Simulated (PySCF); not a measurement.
**Br²⁺ (quartet): basis, grid and Hamiltonian**

Aim: see how much the energy and properties of Br²⁺ (quartet) depend on the numerical set-up.

Computed with PySCF 2.14.0. Level: method and basis as typed in the scripts.

3 further runs of the same task are left out: 3 that didn't finish.

## Step 1: The atom

Br²⁺ (quartet): 1 atom, charge 2, spin multiplicity 4.

## Step 2: The base run

The input, input.py:

```python
from pyscf import gto, scf, cc

mol = gto.M(
    atom='Br 0 0 0',
    basis='cc-pvdz',
    charge=2,
    spin=3,
    verbose=4,
)
mf = scf.UHF(mol)
mf.kernel()
mycc = cc.CCSD(mf, frozen=9)
mycc.kernel()
mycc.ccsd_t()
mf.dip_moment()
print('orbital energies (hartree):', [e[max(0, n-3):n+3].round(4) for e, n in zip(mf.mo_energy, mol.nelec)])
```

On the command line:

```sh
$ OMP_NUM_THREADS=1 python input.py
```

Its log is not repeated here.

It gives: E(SCF) = -2571.227086 Eh, 7 cycles, E(CCSD) − E(SCF) = -0.08172 Eh, (T) = -0.00083 Eh, ⟨S²⟩ = 3.751.

The quartet is typed in the script; nothing here shows that it is the ground state.

## Step 3: Spin-free X2C on

Run 1 changes spin-free X2C: off → on.

The input, input.py:

```python
from pyscf import gto, scf, cc

mol = gto.M(
    atom='Br 0 0 0',
    basis='cc-pvdz',
    charge=2,
    spin=3,
    verbose=4,
)
mf = scf.UHF(mol)
mf = mf.sfx2c1e()
mf.kernel()
mycc = cc.CCSD(mf, frozen=9)
mycc.kernel()
mycc.ccsd_t()
mf.dip_moment()
print('orbital energies (hartree):', [e[max(0, n-3):n+3].round(4) for e, n in zip(mf.mo_energy, mol.nelec)])
```

On the command line:

```sh
$ OMP_NUM_THREADS=1 python input.py
```

## Step 4: Density fitting def2-universal-jkfit

Run 2 changes density fitting: none → def2-universal-jkfit.

input.py, as its differences from that of step 2:

```diff
@@ -10,2 +10,3 @@
 mf = scf.UHF(mol)
+mf = mf.density_fit(auxbasis='def2-universal-jkfit')
 mf.kernel()
```

## Step 5: Def2-tzvpp

Run 3 changes basis set: cc-pvdz → def2-tzvpp.

input.py, as its differences from that of step 2:

```diff
@@ -4,3 +4,3 @@
     atom='Br 0 0 0',
-    basis='cc-pvdz',
+    basis='def2-tzvpp',
     charge=2,
```

## Step 6: Def2-svp

Run 4 changes basis set: cc-pvdz → def2-svp.

input.py, as its differences from that of step 2:

```diff
@@ -4,3 +4,3 @@
     atom='Br 0 0 0',
-    basis='cc-pvdz',
+    basis='def2-svp',
     charge=2,
```

## Step 7: Density fitting auto

Run 5 changes density fitting: none → auto.

input.py, as its differences from that of step 2:

```diff
@@ -10,2 +10,3 @@
 mf = scf.UHF(mol)
+mf = mf.density_fit()
 mf.kernel()
```

## Step 8: Density fitting cc-pvdz-jkfit

Run 6 changes density fitting: none → cc-pvdz-jkfit.

input.py, as its differences from that of step 2:

```diff
@@ -10,2 +10,3 @@
 mf = scf.UHF(mol)
+mf = mf.density_fit(auxbasis='cc-pvdz-jkfit')
 mf.kernel()
```

**Question.** What will these runs give? Wanted: for each run, E(SCF); from base; gap, α spin; after the SCF.

As calculated:

```tsv
run	E(SCF) (hartree)	from base (eV)	cycles	gap, α spin (eV)	functions	after the SCF
base	-2571.227086	0	7	33.25	27	CCSD(T) correlation -2.246 eV, core frozen
spin-free X2C on	-2595.881304	-670.8754	7	33.27	27	CCSD(T) correlation -2.215 eV, core frozen
density fitting def2-universal-jkfit	-2571.227050	+0.0010	7	33.25	27	CCSD(T) correlation -2.246 eV, core frozen
def2-tzvpp	-2571.258062	-0.8429	7	28.28	48	CCSD(T) correlation -5.421 eV, core frozen
def2-svp	-2570.938952	+7.8405	7	29.78	32	CCSD(T) correlation -4.864 eV, core frozen
density fitting auto	-2570.551652	+18.3795	7	33.31	27	CCSD(T) correlation -2.265 eV, core frozen
density fitting cc-pvdz-jkfit	-2570.551652	+18.3795	7	33.31	27	CCSD(T) correlation -2.265 eV, core frozen
```

**Reading.** The largest comparable shift of the SCF energy, -670.875 eV, comes with the run “spin-free X2C on”. Scalar relativity lowers the total energy by 670.88 eV, nearly all of it in the inner shells; a basis contracted without relativity catches only part of it. def2-tzvpp (48 functions) gives an energy 0.84 eV lower than cc-pvdz (27). def2-svp (32 functions) gives an energy 7.84 eV higher than cc-pvdz (27); size alone doesn't order basis sets of different families. The dearest run is “def2-tzvpp”, at 3.7 s against 0.79 s.
